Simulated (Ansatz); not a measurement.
# SbAsN2: the cost of one run

Method: DFT PBE, scalar-relativistic, plane waves, PAW, in Ansatz 0.2.0.

## (1) The starting structure

It takes space group P6/mmm (No. 191, hexagonal). The conventional cell has a = 4.404 Å, b = 4.404 Å, c = 4.869 Å, α = 90.00°, β = 90.00°, γ = 120.00°. Around Sb (site symmetry 6/mmm) lie 2 As at 2.43 Å. As (site symmetry 6/mmm) has 2 Sb at 2.43 Å as nearest neighbours. Around N (site symmetry -6m2) lie 3 As at 2.54 Å and 3 N at 2.54 Å.

As a file:

```
Sb As N
1.0
     4.40417    0.00000    0.00000
    -2.20208    3.81412    0.00000
     0.00000    0.00000    4.86871
Sb As N
1 1 2
Cartesian
  0.0000 0.0000 0.0000
  0.0000 0.0000 2.4344
  0.0000 2.5427 2.4344
  2.2021 1.2714 2.4344
```

Recipe of the guess: random cell by space group and Wyckoff sites (P6/mmm, No. 191). Its size is a rough estimate.

## (2) The guess as it stands, on a coarse mesh

Contents of input.yaml:

```yaml
crystal:
  lattice:
    - [4.40416774, 0.0, 0.0]
    - [-2.20208387, 3.81412115, 0.0]
    - [0.0, 0.0, 4.86871107]
  atoms:
    - { symbol: Sb, position: [0.0, 0.0, 0.0] }
    - { symbol: As, position: [0.0, 0.0, 0.5] }
    - { symbol: "N", position: [0.33333333, 0.66666667, 0.5] }
    - { symbol: "N", position: [0.66666667, 0.33333333, 0.5] }
basis:
  ecutwfc: 420
kpoints:
  mp_grid: { grid: [6, 6, 4] }
hamiltonian:
  xc: pbe
scf:
  occupations: { method: gaussian, width: 0.1 }
  lower_state_search: "off"
output:
  forces: true
  stress: true
  eigenvalues: true
```

The run is started by

```
> ansatz run input.yaml --threads 1 --pin off --max-ram 2560MiB --backend cpu --events-out ev --progress --plain --runs-dir out
```

Q: Estimate wall time and peak memory on 1 thread of Intel Xeon at 2.70GHz, shared host.

About 5.1 s, with a peak of 0.39 GiB.
